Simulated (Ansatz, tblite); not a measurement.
# (ClGaNH)4 cubane (Cl4Ga4H4N4): a ladder of methods and basis sets

The task here is to estimate one member of a computed series from the others.

Program: Ansatz 0.2.0, Gaussian basis. Level of theory: as each input shows. These are calculated values, not measurements.

The runs, in order: GFN1-xTB, GFN2-xTB, PBE-D4/def2-TZVP, r2SCAN-D4/def2-TZVP, B3LYP-D4/def2-TZVP, r2SCANh-D4/def2-TZVP, HSE06-D4/def2-TZVP, PBE-D4/def2-SVP, PBE0-D4/def2-SVP, HF/STO-3G, HF/6-31G, B3LYP-D4/6-31G, CCSD(T)/def2-SVP, MP2/def2-TZVP, RPA/def2-TZVP.

**The relaxed structure**

The singlet was relaxed beforehand with PBE-D4/def2-SVP.

16 atoms, charge 0, spin multiplicity 1.

Bond lengths: Ga1–Cl2 2.156 Å, Ga1–N3 1.994 Å, Ga1–N6 1.994 Å, Ga1–N9 1.994 Å, N3–Ga4 1.994 Å, N3–Ga10 1.994 Å, N3–H13 1.026 Å, Ga4–Cl5 2.156 Å, Ga4–N6 1.994 Å, Ga4–N12 1.994 Å, N6–Ga7 1.994 Å, N6–H14 1.026 Å, Ga7–Cl8 2.156 Å, Ga7–N9 1.994 Å, Ga7–N12 1.994 Å, N9–Ga10 1.994 Å, N9–H15 1.026 Å, Ga10–Cl11 2.156 Å and more. Angles: Cl2–Ga1–N3 126.2°, Cl2–Ga1–N6 126.2°, Cl2–Ga1–N9 126.2°, N3–Ga1–N6 88.7°, N3–Ga1–N9 88.7°, N6–Ga1–N9 88.7°, Ga1–N3–Ga4 91.3°, Ga1–N3–Ga10 91.3°, Ga1–N3–H13 124.4°, Ga4–N3–Ga10 91.3°, Ga4–N3–H13 124.4°, Ga10–N3–H13 124.4°, N3–Ga4–Cl5 126.2°, N3–Ga4–N6 88.7°, N3–Ga4–N12 88.7°, Cl5–Ga4–N6 126.2°, Cl5–Ga4–N12 126.2°, N6–Ga4–N12 88.7° and more.

PBE0-D4/def2-TZVP was run before; its log isn't repeated, and its numbers join the tables.

Set-up of the first run:

Tight binding, by tblite at 300 K electronic temperature and without a spin-polarisation term:

```python
tblite.interface.Calculator('GFN1-xTB', numbers, positions, charge=0, uhf=0).singlepoint()
```

Tight binding, by tblite at 300 K electronic temperature and without a spin-polarisation term:

```python
tblite.interface.Calculator('GFN2-xTB', numbers, positions, charge=0, uhf=0).singlepoint()
```

start.molden holds the orbitals of an earlier run on this state, given as this run's starting guess.

in.yaml reads:

```yaml
crystal:
  periodic: [false, false, false]
  atoms:
    - {symbol: Ga, position_ang: [-1.153018, 1.252211, -0.388423]}
    - {symbol: Cl, position_ang: [-2.577010, 2.798669, -0.868550]}
    - {symbol: N, position_ang: [0.789124, 1.513787, -0.020349]}
    - {symbol: Ga, position_ang: [1.265388, -0.019426, -1.202864]}
    - {symbol: Cl, position_ang: [2.828425, -0.043613, -2.688170]}
    - {symbol: N, position_ang: [-0.679169, -0.308430, -1.535671]}
    - {symbol: Ga, position_ang: [-0.807016, -1.548140, 0.020813]}
    - {symbol: Cl, position_ang: [-1.803891, -3.460049, 0.046507]}
    - {symbol: N, position_ang: [-1.237347, 0.019016, 1.176086]}
    - {symbol: Ga, position_ang: [0.694708, 0.315319, 1.570489]}
    - {symbol: Cl, position_ang: [1.552135, 0.705201, 3.510238]}
    - {symbol: N, position_ang: [1.127475, -1.224441, 0.379980]}
    - {symbol: H, position_ang: [1.263304, 2.423370, -0.032570]}
    - {symbol: H, position_ang: [-1.087320, -0.493670, -2.458404]}
    - {symbol: H, position_ang: [-1.980788, 0.030353, 1.882842]}
    - {symbol: H, position_ang: [1.805009, -1.960160, 0.608026]}
basis:
  gaussian: {orbitals: def2-TZVP, fitting: {mean_field: def2-universal-jkfit}, initial_orbitals: start.molden}
hamiltonian: {xc: pbe, dispersion: d4}
scf: {omitted_lower_state_checks: [starts]}
output: {orbitals: {seedname: orbitals}}
```

Run with:

```
> ansatz run in.yaml --threads 2 --pin off --events-out ev --progress --plain --max-ram 32768MiB --backend cuda --devices 0, --max-vram 18GiB
```

Steps of the session up to this table: PBE-D4/def2-TZVP; r2SCAN-D4/def2-TZVP; B3LYP-D4/def2-TZVP; r2SCANh-D4/def2-TZVP; HSE06-D4/def2-TZVP; PBE-D4/def2-SVP; PBE0-D4/def2-SVP; HF/STO-3G; HF/6-31G; B3LYP-D4/6-31G; CCSD(T)/def2-SVP; MP2/def2-TZVP; RPA/def2-TZVP.

One table of the session follows, with a row left open; its other results are not shown here.

It belongs to the step «Binding energy». 

| method | binding an atom (eV) |
| --- | --- |
| HF/6-31G | ? |
| HF/def2-SVP | 2.362 |
| HF/def2-TZVP | 2.316 |
| PBE-D4/def2-SVP | 3.663 |
| PBE-D4/def2-TZVP | 3.610 |
| r2SCAN-D4/def2-TZVP | 3.549 |
| r2SCANh-D4/def2-TZVP | 3.517 |
| B3LYP-D4/6-31G | 3.474 |
| B3LYP-D4/def2-TZVP | 3.466 |
| PBE0-D4/def2-SVP | 3.586 |
| PBE0-D4/def2-TZVP | 3.540 |
| HSE06-D4/def2-TZVP | 3.543 |
| MP2/def2-SVP | 3.445 |
| MP2/def2-TZVP | 3.600 |
| CCSD/def2-SVP | 3.246 |
| CCSD(T)/def2-SVP | 3.315 |

Q: Estimate the row for HF/6-31G from the others.

The run gave: binding an atom (eV): 2.211. In the column «binding an atom (eV)» it is the lowest.

Caveats from the session: Free atoms were run apart at each level; binding is atoms less cluster, divided by the number of atoms, without zero-point or spin-orbit terms.
